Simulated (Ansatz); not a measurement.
# CH5CuN: the cost of one run

Program: Ansatz 0.2.0. Level of theory: RKS PBE0-D4/def2-SVPD. These are calculated values, not measurements.

## (1) Starting geometry

8 atoms, charge 1, spin multiplicity 1.

Atoms are counted from 1 here; the program's logs count them from 0.

Bond lengths: Cu1–N3 1.912 Å, C2–N3 1.497 Å, C2–H4 1.103 Å, C2–H5 1.106 Å, C2–H6 1.103 Å, N3–H7 1.031 Å, N3–H8 1.031 Å. Angles: N3–C2–H4 109.3°, N3–C2–H5 110.4°, N3–C2–H6 109.3°, H4–C2–H5 109.3°, H4–C2–H6 109.1°, H5–C2–H6 109.3°, Cu1–N3–C2 115.2°, Cu1–N3–H7 108.3°, Cu1–N3–H8 108.3°, C2–N3–H7 109.7°, C2–N3–H8 109.7°, H7–N3–H8 105.2°.

Coordinates:

```xyz
8
CH5CuN
Cu    0.4294   -0.0462   -2.1915
C    -0.2182    0.5290    0.5627
N     0.1897   -0.5706   -0.3681
H     0.5536    1.3163    0.5566
H    -0.3366    0.1404    1.5912
H    -1.1751    0.9581    0.2223
H    -0.5095   -1.3281   -0.3376
H     1.0668   -0.9990   -0.0355
```

This geometry comes from a loose relaxation at PBE in a small basis, which is not shown.

## (5) The grid

The axes are (1) distance N3···Cu1: 9 values from 1.627 to 3.027 Å; (2) turn of Cu1 about N3: 9 values from −120 to 120 °.

Nothing else is relaxed (both partners rigid). Energies count from the ion and the molecule far apart, frozen as in the relaxed pair, each in its own basis (no counterpoise correction). Points are written as (first, second).

(The set-up runs are not shown.)

## (6) The run at (1.982 Å, 0°)

File input.yaml:

```yaml
crystal:
  periodic: [false, false, false]
  atoms:
    - { symbol: Cu, position_ang: [0.436573, -0.02195, -2.250399] }
    - { symbol: C, position_ang: [-0.215733, 0.520315, 0.559081] }
    - { symbol: "N", position_ang: [0.188245, -0.570001, -0.361935] }
    - { symbol: H, position_ang: [0.54843, 1.305219, 0.553615] }
    - { symbol: H, position_ang: [-0.335016, 0.144486, 1.58371] }
    - { symbol: H, position_ang: [-1.166301, 0.948958, 0.223322] }
    - { symbol: H, position_ang: [-0.50474, -1.319729, -0.324747] }
    - { symbol: H, position_ang: [1.054163, -0.994996, -0.025382] }
total_charge: 1
basis:
  gaussian: { orbitals: def2-SVPD }
hamiltonian:
  xc: pbe0
  dispersion: d4
output:
  forces: true
```

Run with:

```console
ansatz run input.yaml --threads 1 --pin off --max-ram 2560MiB --backend cpu --events-out ev --progress --plain --runs-dir out
```

What time and memory should one allow on 1 thread of Arm Neoverse V1, shared host?

About 5.8 s, with a peak of 0.23 GiB.
